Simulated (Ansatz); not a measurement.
**WS2 (Tungstenite): further runs on the relaxed cell**

An exercise on one series of results from a longer session: the logs are not shown, and one member is left open.

The COD entry's cell or inner coordinates are ideal or old and differ from later refinements, so a difference from it is no clean test against experiment.

Program: Ansatz 0.2.0. Level of theory: DFT r2SCAN, scalar-relativistic, plane waves, PAW. These are calculated values, not measurements.

1 further run of the same task is left out (set aside as unsound or not needed).

**Starting point**

It takes space group P6_3/mmc (No. 194, hexagonal). Conventional cell: a = 3.182 Å, b = 3.182 Å, c = 13.061 Å, α = 90.00°, β = 90.00°, γ = 120.00°. W (site symmetry -6m2) has 6 S at 2.41 Å as nearest neighbours. S (site symmetry 3m) is surrounded by 3 W at 2.41 Å.

Coordinates:

```cif
data_structure
_symmetry_space_group_name_H-M 'P 1'
_symmetry_Int_Tables_number 1
_cell_length_a 3.1819
_cell_length_b 3.1819
_cell_length_c 13.0609
_cell_angle_alpha 90.000
_cell_angle_beta 90.000
_cell_angle_gamma 120.000
_cell_volume 114.52
loop_
_atom_site_label
_atom_site_type_symbol
_atom_site_fract_x
_atom_site_fract_y
_atom_site_fract_z
_atom_site_occupancy
W1 W 0.33333 0.66667 0.25000 1
W2 W 0.66667 0.33333 0.75000 1
S1 S 0.33333 0.66667 0.63059 1
S2 S 0.66667 0.33333 0.13059 1
S3 S 0.33333 0.66667 0.86941 1
S4 S 0.66667 0.33333 0.36941 1
```

It is the result of an earlier relaxation at this level (volume 19.09 Å³/atom; gap on the mesh: 1.37 eV).

Set-up of the first run:

input.yaml

```yaml
crystal:
  lattice:
    - [3.1819286911, 0.0, 0.0]
    - [-1.5909643456, 2.7556310795, 0.0]
    - [0.0, 0.0, 13.0608825275]
  atoms:
    - { symbol: W, position: [0.3333333333, 0.6666666667, 0.25] }
    - { symbol: W, position: [0.6666666667, 0.3333333333, 0.75] }
    - { symbol: S, position: [0.3333333333, 0.6666666667, 0.6305920195] }
    - { symbol: S, position: [0.6666666667, 0.3333333333, 0.1305920195] }
    - { symbol: S, position: [0.3333333333, 0.6666666667, 0.8694079805] }
    - { symbol: S, position: [0.6666666667, 0.3333333333, 0.3694079805] }
basis:
  ecutwfc: 500
kpoints:
  mp_grid: { grid: [12, 12, 4] }
  band_path:
    path:
      - [[0.0, 0.0, 0.0], [0.5, 0.0, 0.0], [0.33333333, 0.33333333, 0.0], [0.0, 0.0, 0.0], [0.0, 0.0, 0.5], [0.5, 0.0, 0.5], [0.33333333, 0.33333333, 0.5], [0.0, 0.0, 0.5]]
      - [[0.5, 0.0, 0.5], [0.5, 0.0, 0.0]]
      - [[0.33333333, 0.33333333, 0.5], [0.33333333, 0.33333333, 0.0]]
    npoints: 14
hamiltonian:
  xc: r2scan
scf:
  occupations: { method: gaussian, width: 0.02 }
  n_extra_bands: 15
output:
  forces: true
  stress: true
  eigenvalues: true
  populations: true
  dos: { projected: true, de: 0.02, nscf_kmesh: { grid: [18, 18, 6] } }
  bader: true
  write_density: true
  write_potential: true
  elf: true
  volumetric_format: npy
```

The run is started by

```
$ ansatz run input.yaml --threads 4 --pin off --max-ram 10240MiB --backend cpu --events-out ev --progress --plain --runs-dir out
```

Among the steps run: Electronic structure at the relaxed geometry; Band edges anywhere in the zone; Eigenvalues a small step from each edge; Point at V/V0 = 0.97; Point at V/V0 = 1.03; The cell scaled to 0.94 of its volume; Point at V/V0 = 1.06.

One table of the session follows, with a row left open; its other results are not shown here.

It belongs to the step «Equation of state». 

| volume (Å³/atom) | energy above the lowest point (meV/atom) | pressure (GPa) | gap on the mesh (eV) |
| --- | --- | --- | --- |
| 17.942 | 6.0 | 2.03 | 1.12 |
| 18.514 | 1.2 | 0.75 | 1.25 |
| 19.087 | 0.0 | -0.04 | 1.37 |
| 19.659 | ? | ? | ? |
| 20.232 | 2.4 | -0.60 | 1.48 |

Q: Estimate the row for volume (Å³/atom) = 19.659 from the others.

Worked estimate for «energy above the lowest point (meV/atom)». A straight line through the neighbours (19.087, 0.0) and (20.232, 2.4) gives 0.0 + (2.4 − 0.0) × (19.659 − 19.087) / (20.232 − 19.087) = 1.2; a parabola fitted to 3 rows on both sides gives 0.4.

As computed: energy above the lowest point (meV/atom): 0.7; pressure (GPa): -0.38; gap on the mesh (eV): 1.43. In «energy above the lowest point (meV/atom)» the line misses by +0.5 and the parabola by -0.3.

Caveats from the session: Layers here are held mostly by dispersion, which this level lacks, so their spacing and the stiffness across them are unreliable there.
